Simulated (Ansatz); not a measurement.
**GaP: properties at the relaxed cell**

The task here is to estimate one member of a computed series from the others.

Computed with Ansatz 0.2.0 (DFT r2SCAN, scalar-relativistic, plane waves, PAW, unless a step's input says otherwise).

1 further run of the same task is left out (set aside as unsound or not needed).

## The structure to begin with

The structure is cubic, space group F-43m (No. 216). The conventional cell has a = 5.451 Å, b = 5.451 Å, c = 5.451 Å, α = 90.00°, β = 90.00°, γ = 90.00°. Ga (site symmetry -43m) has 4 P at 2.36 Å as nearest neighbours. P (site symmetry -43m) is surrounded by 4 Ga at 2.36 Å.

Structure file:

```cif
data_structure
_symmetry_space_group_name_H-M 'P 1'
_symmetry_Int_Tables_number 1
_cell_length_a 3.8541
_cell_length_b 3.8541
_cell_length_c 3.8541
_cell_angle_alpha 60.000
_cell_angle_beta 60.000
_cell_angle_gamma 60.000
_cell_volume 40.48
loop_
_atom_site_label
_atom_site_type_symbol
_atom_site_fract_x
_atom_site_fract_y
_atom_site_fract_z
_atom_site_occupancy
Ga1 Ga 0.00000 0.00000 0.00000 1
P1 P 0.25000 0.25000 0.25000 1
```

It is the result of an earlier relaxation at this level (volume 20.24 Å³/atom; gap on the mesh: 1.89 eV).

Set-up of the first run:

Input file input.yaml:

```yaml
crystal:
  lattice:
    - [0.0, 2.72525, 2.72525]
    - [2.72525, 0.0, 2.72525]
    - [2.72525, 2.72525, 0.0]
  atoms:
    - { symbol: Ga, position: [0.0, 0.0, 0.0] }
    - { symbol: P, position: [0.25, 0.25, 0.25] }
basis:
  ecutwfc: 500
kpoints:
  mp_grid: { grid: [8, 8, 8] }
  band_path:
    path:
      - [[0.0, 0.0, 0.0], [-0.5, -0.5, 0.0], [-0.375, -0.375, 0.25]]
      - [[-0.375, 0.0, 0.375], [0.0, 0.0, 0.0], [0.0, 0.0, 0.5], [-0.5, -0.25, 0.25], [-0.5, -0.5, 0.0]]
    npoints: 14
hamiltonian:
  xc: r2scan
scf:
  occupations: { method: gaussian, width: 0.02 }
  n_extra_bands: 6
output:
  forces: true
  stress: true
  eigenvalues: true
  populations: true
  dos: { projected: true, de: 0.02, nscf_kmesh: { grid: [12, 12, 12] } }
  bader: true
  write_density: true
  write_potential: true
  elf: true
  volumetric_format: npy
```

Launch:

```sh
$ ansatz run input.yaml --threads 1 --pin off --max-ram 2560MiB --backend cpu --events-out ev --progress --plain --runs-dir out
```

Steps of the session up to this table: Static run: bands, density of states and charges; Seeking the band edges over the whole zone; Levels beside the edges; The cell scaled to 0.97 of its volume; Volume × 1.03; Point at V/V0 = 0.94; Volume × 1.06.

One of the session's tables, all rows but one given; the rest of the session is left out.

```
volume (Å³/atom)  energy above the lowest point (meV/atom)  pressure (GPa)  gap on the mesh (eV)
          19.026                                      22.7            6.28                  1.77
          19.633                                         ?               ?                     ?
          20.240                                       0.0            0.04                  1.89
          20.848                                       4.6           -2.39                  1.94
          21.455                                      17.7           -4.46                  1.85
```

Estimate the missing values for volume (Å³/atom) = 19.633.

Worked estimate for «energy above the lowest point (meV/atom)». A straight line through the neighbours (19.026, 22.7) and (20.240, 0.0) gives 22.7 + (0.0 − 22.7) × (19.633 − 19.026) / (20.240 − 19.026) = 11.3; a parabola fitted to 3 rows on both sides gives 6.0.

The run gave: energy above the lowest point (meV/atom): 5.4; pressure (GPa): 2.91; gap on the mesh (eV): 1.84. In «energy above the lowest point (meV/atom)» the line misses by +5.9 and the parabola by +0.6.

Caveats from the session: It is a Kohn-Sham gap, without temperature or zero-point motion. The gap on the mesh goes from 1.77 eV at the smallest volume to 1.85 eV at the largest, through a peak of 1.94 eV between.
